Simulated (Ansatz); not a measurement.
# triplet Si2NH6F at 6 levels

Wanted: a comparison of 6 runs (UHF/3-21G, UHF/cc-pVDZ, UB3LYP/6-31G*, UBHLYP/cc-pVDZ, UMP2/cc-pVDZ, UCCSD/cc-pVDZ) of triplet Si2NH6F. 

Program for the calculation: Ansatz 0.2.0.

69 further runs of the same task are left out: 69 set aside as unsound or not needed.

## Step 1: The system as given

Si2NH6F: 10 atoms, total charge 0, spin state triplet. SMILES of the parent species: `F[SiH2]N[SiH3]`. Geometry: relaxed at PBE0-D4/def2-TZVP. This is one conformer, not always the lowest. That shape belongs to the parent species and isn't relaxed for this state.

Bond lengths: F1–Si2 1.602 Å, Si2–N3 1.706 Å, N3–Si4 1.733 Å, Si2–H5 1.480 Å, Si2–H6 1.478 Å, N3–H7 1.011 Å, Si4–H8 1.487 Å, Si4–H9 1.487 Å, Si4–H10 1.483 Å. Some angles: F1–Si2–N3 112.6°, Si2–N3–Si4 128.2°, F1–Si2–H5 106.0°, F1–Si2–H6 106.5°, N3–Si2–H5 109.3°, N3–Si2–H6 108.9°, Si2–N3–H7 115.6°, Si4–N3–H7 115.9°, N3–Si4–H8 110.9°, N3–Si4–H9 112.0°.

## Step 2: A single-point energy at UHF/3-21G (run 1)

Contents of input.yaml:

```yaml
basis:
  gaussian: {orbitals: 3-21G.json}
crystal:
  periodic: [false, false, false]
  atoms:
    - symbol: F
      position_ang: [-1.561500, 0.994300, -1.776700]
    - symbol: Si
      position_ang: [-0.375000, 1.301800, -0.745900]
    - symbol: "N"
      position_ang: [0.514800, -0.094800, -0.335900]
    - symbol: Si
      position_ang: [0.194800, -1.236100, 0.928700]
    - symbol: H
      position_ang: [0.517200, 2.267200, -1.426700]
    - symbol: H
      position_ang: [-1.010100, 1.839400, 0.475900]
    - symbol: H
      position_ang: [1.264300, -0.336200, -0.970000]
    - symbol: H
      position_ang: [1.391500, -1.422100, 1.791600]
    - symbol: H
      position_ang: [-0.186300, -2.569800, 0.392000]
    - symbol: H
      position_ang: [-0.924400, -0.683300, 1.730300]
output: {orbitals: {seedname: orbitals}}
accuracy: high
hamiltonian: {xc: hf}
magnetization: {spin_polarized: true, initial_magnetization: 2}
```

The basis set 3-21G is read from a file made from the Basis Set Exchange's data (not shown).

The run is started by

```sh
$ ansatz run input.yaml --threads 1 --pin off --max-ram 3480MiB --events-out events.jsonl --progress --plain --runs-dir runs
```

Output:

```text
Warning: RAYON_NUM_THREADS=1 ignored (pool sized by the plan → 1); use --threads N
Functional definition: HF
  name "HF"
  exchange = exact_x
  correlation = 0
1329 factors; integrals over basis functions are off by at most 7.5e-9 eV
mean field evaluation 1: about -19893.4080 eV, gradient 2.0e1 eV
mean field evaluation 2: about -19893.4158 eV, gradient 2.0e1 eV
mean field evaluation 4: about -19896.1333 eV, gradient 2.9e0 eV
mean field evaluation 8: about -19896.4489 eV, gradient 3.5e-1 eV
mean field evaluation 16: about -19893.7517 eV, gradient 1.5e1 eV
mean field evaluation 32: about -19896.4530 eV, gradient 1.7e-1 eV
mean field -19896.45417671 eV, -731.1812046930 hartree, gradient 4.7e-8 eV, S^2 2.007929; 0 other end points of the search recorded, 0 dependent functions left out
reference -19896.45417671 eV, -731.1812046930 hartree; 26, 24 occupied and 30, 32 virtual orbitals, 1329 factors
Total energy: -19896.45417671 eV, -731.1812046930 hartree
```

Run time: 1.6 s. Hardware: 1 thread of Intel Xeon Platinum 8488C (Sapphire Rapids), shared host; peak memory 0.18 GiB.

## Step 3: The energy at UHF/cc-pVDZ (run 2)

Contents of input.yaml:

```yaml
crystal:
  periodic: [false, false, false]
  atoms:
    - {symbol: F, position_ang: [-1.561500, 0.994300, -1.776700]}
    - {symbol: Si, position_ang: [-0.375000, 1.301800, -0.745900]}
    - {symbol: N, position_ang: [0.514800, -0.094800, -0.335900]}
    - {symbol: Si, position_ang: [0.194800, -1.236100, 0.928700]}
    - {symbol: H, position_ang: [0.517200, 2.267200, -1.426700]}
    - {symbol: H, position_ang: [-1.010100, 1.839400, 0.475900]}
    - {symbol: H, position_ang: [1.264300, -0.336200, -0.970000]}
    - {symbol: H, position_ang: [1.391500, -1.422100, 1.791600]}
    - {symbol: H, position_ang: [-0.186300, -2.569800, 0.392000]}
    - {symbol: H, position_ang: [-0.924400, -0.683300, 1.730300]}
basis:
  gaussian: {orbitals: cc-pVDZ}
magnetization: {spin_polarized: true, initial_magnetization: 2}
hamiltonian: {xc: hf}
accuracy: high
output: {orbitals: {seedname: orbitals}}
```

The run is started by

```sh
$ ansatz run input.yaml --threads 1 --pin off --max-ram 3480MiB --events-out events.jsonl --progress --plain --runs-dir runs
```

Output:

```text
Warning: RAYON_NUM_THREADS=1 ignored (pool sized by the plan → 1); use --threads N
[... 4 set-up lines as earlier in the session ...]
2240 factors; integrals over basis functions are off by at most 3.7e-9 eV
mean field evaluation 1: about -19999.0880 eV, gradient 2.3e1 eV
mean field evaluation 2: about -19999.1634 eV, gradient 2.3e1 eV
mean field evaluation 4: about -20002.6515 eV, gradient 3.6e0 eV
mean field evaluation 8: about -20003.1834 eV, gradient 7.0e-1 eV
mean field evaluation 16: about -20003.2234 eV, gradient 1.9e-8 eV
mean field evaluation 32: about -20001.1603 eV, gradient 1.0e1 eV
mean field evaluation 64: about -20002.4260 eV, gradient 1.4e0 eV
mean field evaluation 96: about -19999.3601 eV, gradient 3.3e0 eV
mean field -20003.22340316 eV, -735.1049013944 hartree, gradient 3.0e-8 eV, S^2 2.009837; 0 other end points of the search recorded, 0 dependent functions left out
reference -20003.22340316 eV, -735.1049013944 hartree; 26, 24 occupied and 68, 70 virtual orbitals, 2240 factors
Total energy: -20003.22340316 eV, -735.1049013944 hartree
```

Wall time 8.7 s (1 thread of Intel Xeon Platinum 8488C (Sapphire Rapids), shared host); peak memory 0.4 GiB.

## Step 4: The energy at UB3LYP/6-31G(d) (Cartesian functions) (run 3)

input.yaml: that of step 3 with these lines changed.

```diff
@@ -14,6 +14,10 @@
 basis:
-  gaussian: {orbitals: cc-pVDZ}
-magnetization: {spin_polarized: true, initial_magnetization: 2}
-hamiltonian: {xc: hf}
+  gaussian:
+    orbitals: "6-31G*"
 accuracy: high
+hamiltonian:
+  xc: {name: B3LYP}
 output: {orbitals: {seedname: orbitals}}
+magnetization:
+  spin_polarized: true
+  initial_magnetization: 2
```

The run is started by

```sh
$ ansatz run input.yaml --threads 1 --pin off --max-ram 3480MiB --events-out events.jsonl --progress --plain --runs-dir runs
```

Output:

```text
Warning: RAYON_NUM_THREADS=1 ignored (pool sized by the plan → 1); use --threads N
Functional definition: B3LYP
  name "B3LYP"
  parameter a0 = 0.2
  parameter ax = 0.72
  parameter ac = 0.81
  exchange = (1 - a0 - ax)*slater_x + ax*b88_x + a0*exact_x
  correlation = (1 - ac)*vwn_rpa_c + ac*lyp_c
1807 factors; integrals over basis functions are off by at most 3.4e-9 eV
mean field evaluation 1: about -20048.6000 eV, gradient 4.2e1 eV
mean field evaluation 2: about -20031.4907 eV, gradient 7.1e1 eV
mean field evaluation 4: about -20055.4174 eV, gradient 1.0e1 eV
mean field evaluation 8: about -20056.1998 eV, gradient 6.6e-1 eV
mean field evaluation 16: about -20056.2061 eV, gradient 6.6e-4 eV
mean field evaluation 32: about -20056.2061 eV, gradient 9.7e-8 eV
mean field -20056.20605241 eV, -737.0519778412 hartree, gradient 9.7e-8 eV, S^2 2.005393; 2 other end points of the search recorded, 0 dependent functions left out
reference -20056.20609836 eV, -737.0519795301 hartree; 26, 24 occupied and 54, 56 virtual orbitals, 1807 factors
Total energy: -20056.20609836 eV, -737.0519795301 hartree
```

It took 13 s on 1 thread of Intel Xeon Platinum 8488C (Sapphire Rapids), shared host; peak memory 0.42 GiB.

Runs 4 to 5 aren't shown in full; the table further down has their settings and results.

## Step 5: The energy at UCCSD/cc-pVDZ (run 6)

Contents of input.yaml:

```yaml
crystal:
  periodic: [false, false, false]
  atoms:
    - symbol: F
      position_ang: [-1.561500, 0.994300, -1.776700]
    - symbol: Si
      position_ang: [-0.375000, 1.301800, -0.745900]
    - symbol: "N"
      position_ang: [0.514800, -0.094800, -0.335900]
    - symbol: Si
      position_ang: [0.194800, -1.236100, 0.928700]
    - symbol: H
      position_ang: [0.517200, 2.267200, -1.426700]
    - symbol: H
      position_ang: [-1.010100, 1.839400, 0.475900]
    - symbol: H
      position_ang: [1.264300, -0.336200, -0.970000]
    - symbol: H
      position_ang: [1.391500, -1.422100, 1.791600]
    - symbol: H
      position_ang: [-0.186300, -2.569800, 0.392000]
    - symbol: H
      position_ang: [-0.924400, -0.683300, 1.730300]
basis:
  gaussian: {orbitals: cc-pVDZ}
total_charge: 0
magnetization: {spin_polarized: true, initial_magnetization: 2}
scf: {omitted_lower_state_checks: [cluster_reference, increment]}
correlation: {method: ccsd, frozen_orbitals: {F: 1, H: 0, "N": 1, Si: 5}}
accuracy: high
```

The run is started by

```sh
$ ansatz run input.yaml --threads 1 --pin off --max-ram 3480MiB --events-out events.jsonl --progress --plain --runs-dir runs
```

Output:

```text
Warning: RAYON_NUM_THREADS=1 ignored (pool sized by the plan → 1); use --threads N
[... 13 lines left out ...]
12 core orbitals not correlated: weight in the atoms' cores, before any rotation towards them, 1.000 or more for the frozen orbitals, at most 0.000 for the correlated occupied ones
[... 34 lines left out ...]
Total energy: -20019.37520231 eV, -735.6984690650 hartree
Checks for a lower state left out: cluster_reference, increment
```

It took 63 s on 1 thread of Intel Xeon Platinum 8488C (Sapphire Rapids), shared host; peak memory 1.1 GiB.

## Step 6: All runs side by side

| run | level | Cartesian functions | frozen core orbitals | energy (Eh) | HOMO energy (eV) | ⟨S²⟩ | wall time |
| --- | --- | --- | --- | --- | --- | --- | --- |
| 1 | UHF/3-21G | no | – | -731.181205 | -2.72 | 2.008 | 1.6 s |
| 2 | UHF/cc-pVDZ | no | – | -735.104901 | -2.99 | 2.010 | 8.7 s |
| 3 | UB3LYP/6-31G* (Cartesian functions) | yes | – | -737.051980 | -1.67 | 2.005 | 13 s |
| 4 | UBHLYP/cc-pVDZ | no | – | -736.960911 | -2.24 | 2.007 | 19 s |
| 5 | UMP2/cc-pVDZ | no | 12 | -735.641175 | – | 2.010 | 7.5 s |
| 6 | UCCSD/cc-pVDZ | no | 12 | -735.698469 | – | 2.010 | 63 s |

## Step 7: Results

| quantity | value |
| --- | --- |
| run 6: total energy | -735.69847 Eh |
| run 6: correlation energy (12 core orbitals frozen) | -593.6 mEh |
| run 6: ⟨S²⟩ of the reference determinant | 2.010 |
| run 6: T1 diagnostic | 0.030 |

**Reading.** Below the UHF energy at the same shape and in the same basis (cc-pVDZ): UMP2 -536.3 mEh; UCCSD -593.6 mEh. Totals of different functionals can't be ranked against each other. All runs together took 1.9 min, the longest 63 s.
